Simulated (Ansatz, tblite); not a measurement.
# Sn13H20 off sphere (Sn₁₂GeH₂₀): a ladder of methods and basis sets

The task here is to estimate one member of a computed series from the others.

The runs use Ansatz 0.2.0, Gaussian basis; as each input shows.

Plan: GFN1-xTB, GFN2-xTB, PBE-D4/def2-TZVP, r2SCAN-D4/def2-TZVP, r2SCANh-D4/def2-TZVP, BLYP-D4/def2-TZVP, r2SCAN0-D4/def2-TZVP, LC-ωPBE(0.10)/def2-SVP, LC-ωPBE(0.15)/def2-SVP, LC-ωPBE(0.20)/def2-SVP, LC-ωPBE(0.30)/def2-SVP, PBE-D4/def2-SVP, PBE0-D4/def2-SVP, MP2/def2-SVP, RPA/def2-SVP.

1 further run of the same task is left out (set aside as unsound or not needed).

## The structure

The singlet was relaxed beforehand with PBE-D4/def2-SVP.

33 atoms, charge 0, spin multiplicity 1.

Bond lengths: Sn1–Sn9 2.819 Å, Sn1–Sn10 2.817 Å, Sn1–H14 1.738 Å, Sn1–H15 1.737 Å, Sn2–Sn8 2.810 Å, Sn2–Sn11 2.810 Å, Sn2–H16 1.738 Å, Sn2–H17 1.736 Å, Sn3–Sn9 2.815 Å, Sn3–Sn12 2.815 Å, Sn3–H18 1.739 Å, Sn3–H19 1.736 Å, Sn4–Sn8 2.819 Å, Sn4–Sn9 2.818 Å, Sn4–Ge13 2.644 Å, Sn4–H20 1.744 Å, Sn5–Sn10 2.816 Å, Sn5–Ge13 2.644 Å and more. Angles: Sn9–Sn1–Sn10 108.2°, Sn9–Sn1–H14 110.5°, Sn9–Sn1–H15 110.3°, Sn10–Sn1–H14 110.6°, Sn10–Sn1–H15 109.9°, H14–Sn1–H15 107.3°, Sn8–Sn2–Sn11 109.4°, Sn8–Sn2–H16 111.1°, Sn8–Sn2–H17 108.9°, Sn11–Sn2–H16 111.1°, Sn11–Sn2–H17 108.8°, H16–Sn2–H17 107.5°, Sn9–Sn3–Sn12 108.3°, Sn9–Sn3–H18 109.3°, Sn9–Sn3–H19 111.3°, Sn12–Sn3–H18 109.3°, Sn12–Sn3–H19 111.3°, H18–Sn3–H19 107.4° and more.

Sn takes a core potential in the def2 sets. No spin-orbit coupling is included.

PBE0-D4/def2-TZVP was run before; its log isn't repeated, and its numbers join the tables.

Set-up of the first run:

Tight binding, by tblite at 300 K electronic temperature and without a spin-polarisation term:

```python
tblite.interface.Calculator('GFN1-xTB', numbers, positions, charge=0, uhf=0).singlepoint()
```

Tight binding, by tblite at 300 K electronic temperature and without a spin-polarisation term:

```python
tblite.interface.Calculator('GFN2-xTB', numbers, positions, charge=0, uhf=0).singlepoint()
```

start.molden holds the orbitals of an earlier run on this state, given as this run's starting guess.

in.yaml

```yaml
crystal:
  periodic: [false, false, false]
  atoms:
    - {symbol: Sn, position_ang: [0.806939, -4.062781, 0.596301]}
    - {symbol: Sn, position_ang: [-2.627246, 2.628254, -2.574800]}
    - {symbol: Sn, position_ang: [0.925429, -0.926822, -2.706866]}
    - {symbol: Sn, position_ang: [-2.355702, -0.747905, 0.557110]}
    - {symbol: Sn, position_ang: [0.681174, -0.681650, 3.684450]}
    - {symbol: Sn, position_ang: [0.746317, 2.355231, 0.558380]}
    - {symbol: Sn, position_ang: [4.061378, -0.804000, 0.597372]}
    - {symbol: Sn, position_ang: [-4.101380, 0.857421, -0.966219]}
    - {symbol: Sn, position_ang: [-0.789704, -2.438860, -1.064334]}
    - {symbol: Sn, position_ang: [2.381439, -2.381108, 2.217290]}
    - {symbol: Sn, position_ang: [-0.859190, 4.102510, -0.963201]}
    - {symbol: Sn, position_ang: [2.436251, 0.790032, -1.064915]}
    - {symbol: Ge, position_ang: [-0.779739, 0.777803, 2.033705]}
    - {symbol: H, position_ang: [1.813857, -5.108515, -0.359137]}
    - {symbol: H, position_ang: [-0.194460, -5.075764, 1.590790]}
    - {symbol: H, position_ang: [-3.679977, 3.680832, -3.471346]}
    - {symbol: H, position_ang: [-1.705105, 1.709860, -3.723835]}
    - {symbol: H, position_ang: [1.998378, -1.998545, -3.557535]}
    - {symbol: H, position_ang: [0.032501, -0.034248, -3.899020]}
    - {symbol: H, position_ang: [-3.286048, -1.747012, 1.642806]}
    - {symbol: H, position_ang: [-0.366121, -1.616149, 4.709155]}
    - {symbol: H, position_ang: [1.615929, 0.367643, 4.706893]}
    - {symbol: H, position_ang: [1.745895, 3.283483, 1.645409]}
    - {symbol: H, position_ang: [5.110177, -1.809329, -0.356437]}
    - {symbol: H, position_ang: [5.070853, 0.200147, 1.592657]}
    - {symbol: H, position_ang: [-5.145165, -0.137395, -1.935328]}
    - {symbol: H, position_ang: [-5.112260, 1.778850, 0.104667]}
    - {symbol: H, position_ang: [-1.837752, -3.425283, -2.047107]}
    - {symbol: H, position_ang: [3.338377, -3.337623, 3.315355]}
    - {symbol: H, position_ang: [0.135923, 5.147307, -1.931109]}
    - {symbol: H, position_ang: [-1.780864, 5.111936, 0.108725]}
    - {symbol: H, position_ang: [3.422179, 1.838154, -2.048096]}
    - {symbol: H, position_ang: [-1.704781, 1.702027, 2.896718]}
basis:
  gaussian: {orbitals: def2-TZVP, fitting: {mean_field: def2-universal-jkfit}, initial_orbitals: start.molden}
hamiltonian: {xc: pbe, dispersion: d4}
scf: {omitted_lower_state_checks: [starts]}
output: {orbitals: {seedname: orbitals}}
```

On the command line:

```
$ ansatz run in.yaml --threads 2 --pin off --events-out ev --progress --plain --max-ram 32768MiB --backend cuda --devices 0, --max-vram 18GiB
```

Among the steps run: PBE-D4/def2-TZVP; r2SCAN-D4/def2-TZVP; r2SCANh-D4/def2-TZVP; BLYP-D4/def2-TZVP; r2SCAN0-D4/def2-TZVP; LC-ωPBE(0.10)/def2-SVP; LC-ωPBE(0.15)/def2-SVP; LC-ωPBE(0.20)/def2-SVP; LC-ωPBE(0.30)/def2-SVP; PBE-D4/def2-SVP; PBE0-D4/def2-SVP; MP2/def2-SVP; RPA/def2-SVP.

One of the session's tables, all rows but one given; the rest of the session is left out.

| level | binding an atom (eV) |
| --- | --- |
| HF/def2-SVP | 1.645 |
| PBE-D4/def2-SVP | 2.440 |
| PBE-D4/def2-TZVP | 2.451 |
| BLYP-D4/def2-TZVP | 2.411 |
| r2SCAN-D4/def2-TZVP | 2.467 |
| r2SCANh-D4/def2-TZVP | 2.461 |
| PBE0-D4/def2-SVP | 2.437 |
| PBE0-D4/def2-TZVP | 2.451 |
| r2SCAN0-D4/def2-TZVP | ? |
| MP2/def2-SVP | 2.252 |

**Question.** Estimate the row for r2SCAN0-D4/def2-TZVP.

Worked estimate for «binding an atom (eV)». Against the share of exact exchange, r2SCAN-D4/def2-TZVP (0, 2.467), r2SCANh-D4/def2-TZVP (0.1, 2.461) give a slope of -0.060 per unit share; at 0.25 the line stands at 2.452.

The run gave: binding an atom (eV): 2.453. In «binding an atom (eV)» the line misses by -0.001.

Caveats from the session: Free atoms were run apart at each level; binding is atoms less cluster, divided by the number of atoms, without zero-point or spin-orbit terms.
